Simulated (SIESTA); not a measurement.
## Ta in SIESTA: the effect of functional

The system is Ta, a slab with vacuum.

```
Ta
1.0
     2.86010    0.00000    0.00000
    -0.95337    2.69653    0.00000
     0.00000    0.00000   24.34105
Ta
5
Cartesian
  0.9534 1.3483 7.5000
  0.0000 0.0000 9.8353
  0.9534 1.3483 12.1705
  0.0000 0.0000 14.5058
  0.9534 1.3483 16.8411
```

Alike in all runs:

```yaml
Program: SIESTA 5.4.2
Task: band structure
Basis: DZP (energy shift 0.003 Ry; two zetas on semicore shells)
Grid_cutoff: 800 Ry
Energy_shift: 0.003 Ry
k_mesh: 10 × 10 × 1
Occupations: fermi-dirac, width 0.05 eV
Spin: no spin polarisation
```

```csv
functional,potentials or basis,largest force (eV/Å)
LDA,PseudoDojo 0.4 standard (LDA files),?
PBEsol,PseudoDojo 0.4 standard (PBEsol files),0.66
AM05,PseudoDojo 0.4 standard (PBEsol files),0.68
WC,PseudoDojo 0.4 standard (PBEsol files),0.64
PBE,PseudoDojo 0.4 standard (PBE files),0.46
PW91,PseudoDojo 0.4 standard (PBE files),0.45
revPBE,PseudoDojo 0.4 standard (PBE files),0.46
RPBE,PseudoDojo 0.4 standard (PBE files),0.46
BLYP,PseudoDojo 0.4 standard (PBE files),0.43
```

Q: What does the run with functional LDA give?

A: Largest force 0.96 eV/Å.

Caveats: the potentials were made for another functional, which shifts forces and pressure (some runs).
